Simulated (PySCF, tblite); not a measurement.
# C6H12O2Si: geometry, infrared bands and NMR shifts

What infrared bands and NMR shifts should C6H12O2Si (`C[C@@H]1C[C@@](C)(C(=O)O)[SiH2]1`) show?

The runs use tblite 0.8.0 and PySCF 2.14.0, with density-fitted response routines of our own; the level of theory stands in each step. All values are computed, except where a source is named. Atoms count from 0, in the outputs and in this text.

### Step 1. The starting structure

21 atoms, charge 0, multiplicity 1; geometry from: force field or distance geometry start.

Bonds of the start (Å): C0–C1 1.50, C1–C2 1.57, C2–C3 1.57, C3–C4 1.52, C3–C5 1.55, C5–O6 1.23, C5–O7 1.35, C3–Si8 1.93, Si8–C1 1.92, C0–H9 1.09, C0–H10 1.10, C0–H11 1.10, C1–H12 1.10, C2–H13 1.11, C2–H14 1.11, C4–H15 1.09, C4–H16 1.10, C4–H17 1.09, O7–H18 0.98, Si8–H19 1.48, Si8–H20 1.49.

### Step 2. Optimising the geometry with GFN2-xTB

Job settings and geometry (Å):

```
{"job": {"kind": "relax", "xc": "GFN2-xTB", "basis": "xTB"}, "charge": 0, "multiplicity": 1}
C     -2.759500    -0.063700     0.143300
C     -1.329900     0.370000     0.298900
C     -0.392100     0.183400    -0.942800
C      0.932400    -0.116400    -0.157700
C      1.816600    -1.161500    -0.826700
C      1.751700     1.072600     0.414400
O      2.600800     1.066300     1.302000
O      1.511600     2.256400    -0.198500
Si    -0.179900    -0.846700     1.237900
H     -2.865000    -1.065700    -0.281000
H     -3.296200     0.629500    -0.524700
H     -3.298300    -0.054100     1.106600
H     -1.257600     1.370900     0.754900
H     -0.714200    -0.627900    -1.621100
H     -0.358200     1.088200    -1.582100
H      1.246600    -2.027400    -1.173800
H      2.311200    -0.716000    -1.705300
H      2.602600    -1.528900    -0.162200
H      2.107100     2.886000     0.250700
H     -0.549900    -2.266300     1.029800
H      0.111200    -0.431600     2.637000
```

Launch:

```console
OMP_NUM_THREADS=1 python probes_run.py task.json out
```

This one command runs all jobs of the session in turn.

**Question.** This job is followed by: GFN2-xTB harmonic vibrations, gas phase; GIAO PBE0/pcSseg-1 NMR shielding, non-relativistic, gas phase. Predict these results of the whole session: strongest single infrared mode (GFN2-xTB); zero-point energy (GFN2-xTB); 13C shifts against TMS (PBE0/pcSseg-1); 1H shifts against TMS (PBE0/pcSseg-1, means over atoms taken as alike); 17O shifts against H2O (PBE0/pcSseg-1); 29Si shifts against TMS (PBE0/pcSseg-1); surface potential, 1st and 99th percentile.

The runs gave:

```
                                                              quantity                                               value
                             strongest single infrared mode (GFN2-xTB)                               1760 cm⁻¹, 607 km/mol
                                          zero-point energy (GFN2-xTB)                                      104.7 kcal/mol
                                13C shifts against TMS (PBE0/pcSseg-1)             182.4, 41.7, 34.7, 23.9, 22.3, 19.1 ppm
1H shifts against TMS (PBE0/pcSseg-1, means over atoms taken as alike)  5.79, 4.83, 4.50, 3.04, 2.37, 1.54, 1.50, 1.27 ppm
                                17O shifts against H2O (PBE0/pcSseg-1)                                    419.9, 206.6 ppm
                               29Si shifts against TMS (PBE0/pcSseg-1)                                            -7.4 ppm
                                 surface potential, 1st and 99th percentile                                  -1.72 V and 2.16 V
```

**Reading.** Over 104 steps the energy fell by 0.583 eV; of the close pairs, C3–C5 changed most, 1.553 to 1.478 Å. All 57 modes are real, so the xTB geometry is a minimum. The strongest single mode, at 1760 cm⁻¹, moves mainly C5 and O6. GFN2-xTB is a fitted tight-binding method: band positions and strengths are rough. Its intensities can rank the bands wrongly. The most deshielded carbon is C5 (carboxylic acid carbon), at 182.4 ppm: it is a carbonyl in resonance with an O or N lone pair, the region of acids, esters and amides. At PBE0/pcSseg-1: Shielding is most anisotropic at O6 (span 604 ppm, paramagnetic term -483 ppm).
